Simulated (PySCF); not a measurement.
# Cl6W (W(Cl)6-): the cost of one run

Program: PySCF 2.14.0. Level of theory: r2SCAN, W def2-SVP with ECP60, Cl def2-SVP; scalar-relativistic core potentials, no spin–orbit coupling. These are calculated values, not measurements.

3 further runs of the same task are left out: 1 for a known fault of the program, 2 that didn't finish.

**1. Where the work starts**

7 atoms, charge -1, spin multiplicity 2.

Bond lengths: W1–Cl2 2.342 Å, W1–Cl3 2.342 Å, W1–Cl4 2.370 Å, W1–Cl5 2.370 Å, W1–Cl6 2.370 Å, W1–Cl7 2.370 Å. Angles: Cl2–W1–Cl3 180.0°, Cl2–W1–Cl4 90.0°, Cl2–W1–Cl5 90.0°, Cl2–W1–Cl6 90.0°, Cl2–W1–Cl7 90.0°, Cl3–W1–Cl4 90.0°, Cl3–W1–Cl5 90.0°, Cl3–W1–Cl6 90.0°, Cl3–W1–Cl7 90.0°, Cl4–W1–Cl5 90.0°, Cl4–W1–Cl6 180.0°, Cl4–W1–Cl7 90.0°, Cl5–W1–Cl6 90.0°, Cl5–W1–Cl7 180.0°, Cl6–W1–Cl7 90.0°.

Coordinates:

```xyz
7
charge -1, multiplicity 2
W     0.0000    0.0000    0.0000
Cl   -0.0002   -0.0015    2.3420
Cl    0.0002    0.0015   -2.3420
Cl    2.3701    0.0000    0.0002
Cl    0.0000    2.3701    0.0016
Cl   -2.3701    0.0000   -0.0002
Cl    0.0000   -2.3701   -0.0016
```

Formal oxidation states: W +5. An earlier session relaxed this geometry at r2SCAN, W def2-SVP with ECP60, Cl def2-SVP (doublet, point group Oh).

Its energy there is -2827.680268 Eh.

**2. One electron removed, multiplicity 1**

Input file run.py (the lines that set the calculation):

```python
mol = gto.M(atom='''
W      0.00000     0.00000     0.00000
Cl    -0.00022    -0.00155     2.34202
Cl     0.00022     0.00155    -2.34202
Cl     2.37010     0.00000     0.00022
Cl     0.00000     2.37009     0.00157
Cl    -2.37010     0.00000    -0.00022
Cl     0.00000    -2.37009    -0.00157''',
    basis={'W': 'def2-SVP', 'Cl': 'def2-SVP'},
    ecp={'W': 'def2-SVP'},
    charge=0, spin=0)
mf = dft.RKS(mol, xc='R2SCAN')
mf.grids.atom_grid = (50, 194)
mf = mf.density_fit()  # fitting sets: W def2-universal-JKFIT, Cl def2-universal-JKFIT
mf.conv_tol = 1e-08; mf.max_cycle = 55
mf.kernel(dm0)  # dm0: the density of the relaxed state
```

Command:

```bash
OMP_NUM_THREADS=4 python run.py
```

**Question.** How long does this run take on 4 threads of Arm Neoverse V2, shared host?

About 4.1 s.
